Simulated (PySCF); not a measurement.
# [Eu(NH3)]3+: other functionals and bases at one geometry

Aim: see how levels, charges and forces of [Eu(NH3)]3+ depend on the level of theory. The species was built from a template and needn't be a known compound.

Program: PySCF 2.14.0. Level of theory: several levels, as the steps say, no spin–orbit coupling. These are calculated values, not measurements.

## (1) The starting structure

5 atoms, charge 3, spin multiplicity 1.

Bond lengths: Eu1–N2 2.379 Å, N2–H3 1.054 Å, N2–H4 1.054 Å, N2–H5 1.054 Å. Angles: Eu1–N2–H3 115.7°, Eu1–N2–H4 115.7°, Eu1–N2–H5 115.7°, H3–N2–H4 102.6°, H3–N2–H5 102.6°, H4–N2–H5 102.6°.

As a file:

```xyz
5

Eu    0.00000    0.00000   -0.16461
N     0.00000    0.00000    2.21457
H     0.94986    0.00004    2.67125
H    -0.47496    0.82258    2.67125
H    -0.47490   -0.82262    2.67125
```

Formal oxidation states: Eu +3. Each metal's 6 4f electrons lie in its core potential, so multiplicities, spins and levels count the valence alone. An earlier session relaxed this geometry at TPSS, Eu lcecp-1-SVP with ECP52, N def2-SVP, H def2-SVP (singlet, point group C3v).

At TPSS on the finer grid: E = -90.537641 Eh, HOMO -26.09 eV, LUMO -21.04 eV, Mulliken charge on Eu1 +2.46 e, largest force component 0.005 eV/Å. 

Levels to run: r2SCAN; BLYP; PBE0; HF; TPSS, TZVP. Hardware: 2 threads of Arm Neoverse V2, shared host.

## (2) r2SCAN

Contents of run.py (the lines that set the calculation):

```python
mol = gto.M(atom='''
Eu     0.00000     0.00000    -0.16461
N      0.00000     0.00000     2.21457
H      0.94986     0.00004     2.67125
H     -0.47496     0.82258     2.67125
H     -0.47490    -0.82262     2.67125''',
    basis={'Eu': 'lcecp-1-SVP', 'N': 'def2-SVP', 'H': 'def2-SVP'},
    ecp={'Eu': 'lcecp-1-SVP'},
    charge=3, spin=0)
mf = dft.RKS(mol, xc='R2SCAN')
mf.grids.atom_grid = (75, 302)  # f atoms: unpruned, at least (60, 302)
mf = mf.density_fit()  # fitting sets: Eu AutoAux, N def2-universal-JKFIT, H def2-universal-JKFIT
mf.conv_tol = 1e-08; mf.max_cycle = 55
mf.kernel(dm0)  # dm0: the density of the relaxed state
```

The run is started by

```sh
$ OMP_NUM_THREADS=2 python run.py
```

## (3) BLYP

run.py (the lines that set the calculation), as its differences from that of step 2:

```diff
@@ -9,3 +9,3 @@
     charge=3, spin=0)
-mf = dft.RKS(mol, xc='R2SCAN')
+mf = dft.RKS(mol, xc='BLYP')
 mf.grids.atom_grid = (75, 302)  # f atoms: unpruned, at least (60, 302)
```

## (4) PBE0

run.py (the lines that set the calculation), as its differences from that of step 3:

```diff
@@ -9,3 +9,3 @@
     charge=3, spin=0)
-mf = dft.RKS(mol, xc='BLYP')
+mf = dft.RKS(mol, xc='PBE0')
 mf.grids.atom_grid = (75, 302)  # f atoms: unpruned, at least (60, 302)
```

## (5) HF

run.py (the lines that set the calculation), as its differences from that of step 4:

```diff
@@ -9,4 +9,3 @@
     charge=3, spin=0)
-mf = dft.RKS(mol, xc='PBE0')
-mf.grids.atom_grid = (75, 302)  # f atoms: unpruned, at least (60, 302)
+mf = scf.RHF(mol)
 mf = mf.density_fit()  # fitting sets: Eu AutoAux, N def2-universal-JKFIT, H def2-universal-JKFIT
```

## (6) TPSS, TZVP

Basis: Eu lcecp-1-TZVP with ECP52, N def2-TZVP, H def2-TZVP. 

Contents of run.py (the lines that set the calculation):

```python
mol = gto.M(atom='''
Eu     0.00000     0.00000    -0.16461
N      0.00000     0.00000     2.21457
H      0.94986     0.00004     2.67125
H     -0.47496     0.82258     2.67125
H     -0.47490    -0.82262     2.67125''',
    basis={'Eu': 'lcecp-1-TZVP', 'N': 'def2-TZVP', 'H': 'def2-TZVP'},
    ecp={'Eu': 'lcecp-1-TZVP'},
    charge=3, spin=0)
mf = dft.RKS(mol, xc='TPSS')
mf.grids.atom_grid = (75, 302)  # f atoms: unpruned, at least (60, 302)
mf = mf.density_fit()  # fitting sets: Eu AutoAux, N def2-universal-JKFIT, H def2-universal-JKFIT
mf.conv_tol = 1e-08; mf.max_cycle = 55
mf.kernel(dm0)  # dm0: free metal ions and neutral atoms
```

What does the calculation give? Wanted: for each run, HOMO; gap; charge on Eu1; dipole; largest force.

As calculated:

| level | state | HOMO (eV) | gap (eV) | charge on Eu1 (e) | dipole (D) | largest force (eV/Å) | basis functions | time |
| --- | --- | --- | --- | --- | --- | --- | --- | --- |
| TPSS (relaxed here) | singlet | -26.09 | 5.06 | 2.46 | 3.84 | 0.01 | 62 | 6.9 s |
| r2SCAN | singlet | -26.25 | 5.71 | 2.49 | 3.71 | 0.22 | 62 | 2.3 s |
| BLYP | singlet | -25.90 | 4.60 | 2.43 | 4.00 | 0.17 | 62 | 1.7 s |
| PBE0 | singlet | -27.43 | 7.21 | 2.49 | 3.66 | 0.26 | 62 | 1.5 s |
| HF | singlet | -30.73 | 14.40 | 2.61 | 2.81 | 1.24 | 62 | 0.7 s |
| TPSS, TZVP | singlet | -26.01 | 5.00 | 2.55 | 3.90 | 0.36 | 96 | 7.6 s |

Times are on 2 threads of Arm Neoverse V2, shared host; the first row also made further properties. The dipole of a charged species depends on the origin, so these sizes hold for this origin alone.

In one basis the HOMO–LUMO gap runs from 4.60 eV (BLYP) to 14.40 eV (HF); the widest gap comes with exact exchange. The largest leftover force, 1.24 eV/Å with HF, stands at a geometry relaxed at another level. The Mulliken charge on Eu spans +2.43 to +2.61 e over the levels. With 4f in the core, its levels are missing from HOMO and gap. Total energies of different levels can't be compared. Spin–orbit coupling is left out throughout.
